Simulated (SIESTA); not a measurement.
Crystal: NaSrNbBiO6.

```
CELL_PARAMETERS angstrom
0.00000 4.20967 4.20967
4.20967 0.00000 4.20967
4.20967 4.20967 0.00000
ATOMIC_POSITIONS crystal
Bi 0.00000 0.00000 0.00000
Nb 0.50000 0.50000 0.50000
Sr 0.75000 0.75000 0.75000
Na 0.25000 0.25000 0.25000
O 0.73759 0.73759 0.26241
O 0.26241 0.26241 0.73759
O 0.73759 0.26241 0.73759
O 0.26241 0.73759 0.26241
O 0.26241 0.73759 0.73759
O 0.73759 0.26241 0.26241
```

The cell comes from a database or a generator and needn't be the stable form of this composition.

| Quantity | Value |
| --- | --- |
| Program | SIESTA 5.4.2 |
| Task | single point |
| Functional | PBEsol |
| Potentials or basis | PseudoDojo 0.4 standard (PBEsol files) |
| Basis | DZP (energy shift 0.003 Ry; two zetas on semicore shells; d shell added on Sr) |
| Grid cutoff | 800 Ry |
| Energy shift | 0.003 Ry |
| k mesh | 6 × 6 × 6 |
| Occupations | fermi-dirac, width 0.05 eV |
| Spin | no spin polarisation |

On this cell: pressure -2.7 GPa; largest force 0.287 eV/Å; band gap on the k mesh none (metal or under the smearing width).

The same run follows on a disturbed copy (atoms moved at random, drawn with an rms of 0.05 Å):

```xyz
10
Lattice="0.0000 4.2097 4.2097 4.2097 0.0000 4.2097 4.2097 4.2097 0.0000" Properties=species:S:1:pos:R:3 pbc="T T T"
Bi    0.0241    0.0234   -0.0140
Nb    4.2289    4.1928    4.1970
Sr    6.3285    6.2439    6.2519
Na    2.0647    2.1550    2.1292
O     4.2273    4.1979    6.1461
O     4.2199    4.2379    2.2180
O     4.2418    6.2151    4.1936
O     4.2041    2.1812    4.2027
O     6.2089    4.2091    4.2368
O     2.2422    4.1742    4.2862
```

Task: What does the disturbed cell give?

Result: The energy (extrapolated to zero smearing) moves by +5.7 meV/atom; pressure -2.0 GPa; largest force 0.974 eV/Å; band gap on the k mesh none (metal or under the smearing width).

Forces on the atoms (eV/Å):
```
Bi  -0.101 -0.819 -0.080
Nb  -0.044  0.462 -0.185
Sr   0.042  0.169 -0.093
Na  -0.010 -0.051 -0.024
O    0.204  0.013  0.952
O   -0.169 -0.036 -0.237
O    0.003 -0.236 -0.015
O    0.040  0.515 -0.106
O    0.256 -0.015  0.020
O   -0.222 -0.002 -0.227
```

Stress tensor (GPa, compression positive):
```
-2.09 -0.44 -0.27
-0.44 -2.18  0.29
-0.27  0.29 -1.60
```

Caveats: spin-orbit coupling is left out, which moves the levels of the heavy elements; the basis of atomic orbitals isn't converged, which shifts pressures, moduli and gaps; an odd number of electrons without spin polarisation forces a metal; a magnetic or distorted state may lie lower.
